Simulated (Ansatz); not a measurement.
Crystal: WAu.

```
CELL_PARAMETERS angstrom
0.00000 2.90921 2.90921
2.90921 0.00000 2.90921
2.90921 2.90921 0.00000
ATOMIC_POSITIONS crystal
W 0.00000 0.00000 0.00000
Au 0.75000 0.75000 0.75000
```

The cell was built by a generator and needn't be a form met in nature.

| Item | Value |
| --- | --- |
| Program | Ansatz 0.2.0 |
| Task | relaxation of cell and atoms |
| Functional | PBEsol0 |
| Potentials or basis | Ansatz PAW |
| Cutoff | 420 eV (not typed: the program's choice for these potentials) |
| k mesh | 4 × 4 × 4 |
| Occupations | fermi-dirac, width 0.05 eV |
| Spin | no spin polarisation |

At the start: volume 24.62 Å³/atom.

Task: How do energy, volume and symmetry change on relaxing?

Result: It ends after 5 steps and the volume is 23.33 Å³/atom (-5.3 %); space group F-43m (No. 216, to 0.05 Å).

Step by step:
```
step  energy change (eV)  largest force (eV/Å)  volume (Å³)
   1              0.0000                0.0000        49.24
   2             -0.0626                0.0000        46.96
   3             -0.0637                0.0000        46.62
   4             -0.0636                0.0000        46.65
   5             -0.0621                0.0000        46.65
```

Final structure:
```yaml
crystal:
  lattice:
    - [0.00000, 2.85726, 2.85726]
    - [2.85726, 0.00000, 2.85726]
    - [2.85726, 2.85726, 0.00000]
  atoms:
    - { symbol: W, position: [0.00000, 0.00000, 0.00000] }
    - { symbol: Au, position: [0.75000, 0.75000, 0.75000] }
```

Caveat: the k mesh is coarse (spacing up to 0.47 Å⁻¹), so the values aren't converged, least of all with exact exchange; the plane-wave basis is chosen anew once the cell has moved, so the energies of steps on either side of that aren't comparable; the PAW data sets come from PBE, with cores solved anew for the run's functional, which leaves a small shift of forces and pressure.
